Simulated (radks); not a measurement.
# Taking charge from the 1s level of Ru³⁸⁺ in fractions

An exercise on one series of results from a longer session: the logs are not shown, and one member is left open.

Method: non-relativistic Kohn-Sham, PBE, spin-polarised, spherical densities, point nucleus; open shells are filled with parallel spins first. Code: radks (a radial shooting solver on a logarithmic mesh, Libxc functionals) version 1.

## The system

| Item | Value |
| --- | --- |
| element | ruthenium (Z = 44) |
| charge | +38 |
| electrons | 6 |
| configuration | 1s(up 1, down 1) 2s2 2p2 |

A shell typed twice in an input gives spin up, then spin down.

The first run:

Input:

```text
Z 44
configuration 1s1 1s1 2s2 2p2
relativity non-relativistic
functional pbe,pbe
spin polarised
nucleus point
```

Among the steps run: Start: 1s(up 1, down 1) 2s2 2p2.

One table of the session follows, with a row left open; its other results are not shown here.

It belongs to the step «Start: 1s(up 1, down 1) 2s2 2p2». Radial moments (bohr):

```
  level      <r>  outermost maximum (interpolated)  90 % within
  1s up  0.03453                            0.0229       0.0614
1s down  0.03450                            0.0229       0.0613
  2s up   0.1430                             0.124        0.218
2s down        ?                                 ?            ?
  2p up   0.1211                            0.0962        0.194
2p down   0.1215                            0.0965        0.195
```

**Question.** Estimate the row for 2s down.

The run gave: <r>: 0.1435; outermost maximum (interpolated): 0.124; 90 % within: 0.219. In the column «<r>» it is the highest.
